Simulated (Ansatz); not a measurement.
# CH₅BSSi: one species, many methods

One table from this session's results is given with a row withheld; the runs are named, their logs left out.

The runs use Ansatz 0.2.0, Gaussian basis; functionals in def2-TZVPP, the program's frozen cores in correlated methods.

The runs, in order: LDA (SPW92), PBE-D4, revPBE-D4, BLYP-D4, r2SCAN-D4, B97M-V, PBE0-D4, B3LYP-D4, r2SCANh-D4, r2SCAN0-D4, HSE06-D4, BHLYP-D4, CAM-B3LYP-D4, LC-ωPBE, ωB97X-V, ωB97M-V, B2PLYP, PBE-QIDH; CCSD(T)/def2-SVP; CCSD(T)/def2-TZVPP; MP2/def2-QZVPP; extrapolation to the limit; RPA on PBE.

## Structure used throughout

The geometry comes from an earlier relaxation with PBE0-D4 in a triple-zeta def2 set; it is a stationary point, not always the lowest conformer.

SMILES `CB1[SiH2]S1`, 9 atoms, charge 0, spin multiplicity 1.

Atoms are counted from 1 here; the program's logs count them from 0.

Bond lengths: C1–B2 1.546 Å, C1–H5 1.096 Å, C1–H6 1.095 Å, C1–H7 1.092 Å, B2–Si3 1.942 Å, B2–S4 1.777 Å, Si3–S4 2.168 Å, Si3–H8 1.483 Å, Si3–H9 1.483 Å. Angles: B2–C1–H5 109.6°, B2–C1–H6 110.1°, B2–C1–H7 113.9°, H5–C1–H6 105.6°, H5–C1–H7 108.6°, H6–C1–H7 108.8°, C1–B2–Si3 153.1°, C1–B2–S4 135.8°, Si3–B2–S4 71.1°, B2–Si3–S4 50.9°, B2–Si3–H8 124.3°, B2–Si3–H9 124.3°, S4–Si3–H8 113.8°, S4–Si3–H9 113.9°, H8–Si3–H9 110.9°, B2–S4–Si3 58.0°.

Set-up of the first run:

File in.yaml:

```yaml
crystal:
  periodic: [false, false, false]
  atoms:
    - {symbol: C, position_ang: [-0.054896, 1.360487, -0.880113]}
    - {symbol: B, position_ang: [-0.015863, -0.059815, -0.269974]}
    - {symbol: Si, position_ang: [0.099618, -1.302830, 1.218153]}
    - {symbol: S, position_ang: [-0.074232, -1.719822, -0.902453]}
    - {symbol: H, position_ang: [0.866045, 1.895548, -0.623375]}
    - {symbol: H, position_ang: [-0.867111, 1.940603, -0.429788]}
    - {symbol: H, position_ang: [-0.173408, 1.371787, -1.965245]}
    - {symbol: H, position_ang: [-1.063601, -1.760956, 2.016206]}
    - {symbol: H, position_ang: [1.371948, -1.771402, 1.819388]}
basis:
  gaussian: {orbitals: def2-TZVPP}
hamiltonian: {xc: lda}
output: {orbitals: {seedname: orbitals}}
```

Launch:

```
ansatz run in.yaml --threads 2 --pin off --events-out ev --progress --plain --max-ram 4352MiB
```

Among the steps run: LDA; PBE-D4 (GGA); revPBE-D4 (GGA); BLYP-D4 (GGA); r2SCAN-D4 (meta-GGA); B97M-V (meta-GGA); PBE0-D4 (hybrid); B3LYP-D4 (hybrid); r2SCANh-D4 (hybrid); r2SCAN0-D4 (hybrid); HSE06-D4 (hybrid); BHLYP-D4 (hybrid); CAM-B3LYP-D4 (range-separated); LC-ωPBE (range-separated); ωB97X-V (range-separated); ωB97M-V (range-separated); B2PLYP (double hybrid); PBE-QIDH (double hybrid).

One table of the session follows, with a row left open; its other results are not shown here.

It belongs to the step «Orbital energies across the functionals». 

```
  functional  HOMO (eV)  gap (eV)
 LDA (SPW92)      -6.04      3.59
      PBE-D4      -5.93      3.67
   revPBE-D4      -5.89      3.71
     BLYP-D4          ?         ?
   r2SCAN-D4      -6.13      4.10
      B97M-V      -6.18      4.19
     PBE0-D4      -6.99      5.65
    B3LYP-D4      -6.79      5.31
  r2SCANh-D4      -6.52      4.82
  r2SCAN0-D4      -7.11      5.90
    HSE06-D4      -6.60      4.87
    BHLYP-D4      -7.93      7.69
CAM-B3LYP-D4      -8.23      8.09
     LC-ωPBE      -9.52     10.43
     ωB97X-V      -9.20     10.05
     ωB97M-V      -9.01      9.71
```

**Question.** Estimate the row for BLYP-D4.

Worked estimate for «HOMO (eV)». Against the share of exact exchange, B3LYP-D4 (0.2, -6.79), BHLYP-D4 (0.5, -7.93) give a slope of -3.80 per unit share; at 0 the line stands at -6.03.

As computed: HOMO (eV): -5.78; gap (eV): 3.73. In «HOMO (eV)» the line misses by -0.25.
